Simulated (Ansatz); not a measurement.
# CH6GaN: taking an electron away

How much energy removes an electron from CH6GaN at fixed geometry? The cation is run at each level and the neutral's energy taken from earlier runs.

Program: Ansatz 0.2.0, Gaussian basis. Level of theory: unrestricted cation, the program's frozen cores in correlated methods. These are calculated values, not measurements.

Plan: UKS PBE-D4/def2-TZVPP; UKS r2SCAN-D4/def2-TZVPP; UKS PBE0-D4/def2-TZVPP; UKS B3LYP-D4/def2-TZVPP; UKS wB97X-V/def2-TZVPP; UKS wB97M-V/def2-TZVPP; UKS B2PLYP/def2-TZVPP; UHF-CCSD(T)/def2-TZVPP; UHF-MP2/def2-QZVPP; extrapolation to the limit; then −ε(HOMO) from the neutral's earlier runs with LDA (SPW92), PBE-D4, revPBE-D4, BLYP-D4, r2SCAN-D4, B97M-V, PBE0-D4, B3LYP-D4, r2SCANh-D4, r2SCAN0-D4, HSE06-D4, BHLYP-D4, CAM-B3LYP-D4, LC-ωPBE, ωB97X-V, ωB97M-V.

### Step 1. The relaxed structure

The geometry comes from an earlier relaxation with PBE0-D4 in a triple-zeta def2 set; it is a stationary point, not always the lowest conformer.

SMILES `C[NH][GaH2]`, 9 atoms, charge 0, spin multiplicity 1.

Atoms are counted from 1 here; the program's logs count them from 0.

Bond lengths: C1–N2 1.443 Å, C1–H4 1.093 Å, C1–H5 1.097 Å, C1–H6 1.097 Å, N2–Ga3 1.815 Å, N2–H7 1.008 Å, Ga3–H8 1.561 Å, Ga3–H9 1.562 Å. Angles: N2–C1–H4 109.8°, N2–C1–H5 112.4°, N2–C1–H6 112.4°, H4–C1–H5 107.2°, H4–C1–H6 107.2°, H5–C1–H6 107.6°, C1–N2–Ga3 127.7°, C1–N2–H7 113.1°, Ga3–N2–H7 119.2°, N2–Ga3–H8 116.6°, N2–Ga3–H9 116.0°, H8–Ga3–H9 127.3°.

### Step 2. Cation, UKS PBE-D4/def2-TZVPP

Input file in.yaml:

```yaml
crystal:
  periodic: [false, false, false]
  atoms:
    - {symbol: C, position_ang: [-0.422704, 0.993534, -0.683432]}
    - {symbol: N, position_ang: [0.451283, -0.099717, -0.331798]}
    - {symbol: Ga, position_ang: [0.296967, -1.236250, 1.074449]}
    - {symbol: H, position_ang: [-1.239003, 1.061827, 0.039452]}
    - {symbol: H, position_ang: [-0.875928, 0.863893, -1.674148]}
    - {symbol: H, position_ang: [0.095732, 1.960495, -0.680580]}
    - {symbol: H, position_ang: [1.224653, -0.208336, -0.968957]}
    - {symbol: H, position_ang: [1.397334, -2.334898, 1.210557]}
    - {symbol: H, position_ang: [-0.928323, -1.000558, 2.014448]}
basis:
  gaussian: {orbitals: def2-TZVPP}
total_charge: 1
magnetization: {spin_polarized: true, initial_magnetization: 1}
hamiltonian: {xc: pbe, dispersion: d4}
```

Started as:

```
> ansatz run in.yaml --threads 4 --pin off --events-out ev --progress --plain --max-ram 10444MiB
```

The runs that follow: Cation, UKS r2SCAN-D4/def2-TZVPP; Cation, UKS PBE0-D4/def2-TZVPP; Cation, UKS B3LYP-D4/def2-TZVPP; Cation, UKS wB97X-V/def2-TZVPP; Cation, UKS wB97M-V/def2-TZVPP; Cation, UKS B2PLYP (frozen core)/def2-TZVPP; Cation, UHF-CCSD(T)/def2-TZVPP; Cation, UHF-MP2/def2-QZVPP.

**Question.** What will the summary of the whole plan be? Wanted: ionisation energy, CCSD(T)/CBS; nearest functional by difference; nearest −ε(HOMO); −ε(HOMO) of PBE; T1 of the cation.

**Answer**, as computed:

| quantity | value |
| --- | --- |
| ionisation energy, CCSD(T)/CBS | 9.06 eV |
| nearest functional by difference | B3LYP-D4 (-0.13 eV) |
| nearest −ε(HOMO) | ωB97M-V (-0.02 eV) |
| −ε(HOMO) of PBE | 5.51 eV |
| T1 of the cation | 0.017 |

What this shows: By cation minus neutral, the functionals miss by 0.31 eV at most. The PBE orbital energy is 3.5 eV too small: a semilocal HOMO is no ionisation energy. Among orbital estimates ωB97M-V comes nearest. Hartree-Fock falls 1.60 eV short, as the neutral has more correlation energy than the cation. Correlated methods include outer-core shells of Ga, which these sets cover unevenly. With outer-core shells in play the reference is unsure by up to some tenths of an eV, so close misses can't be ranked.
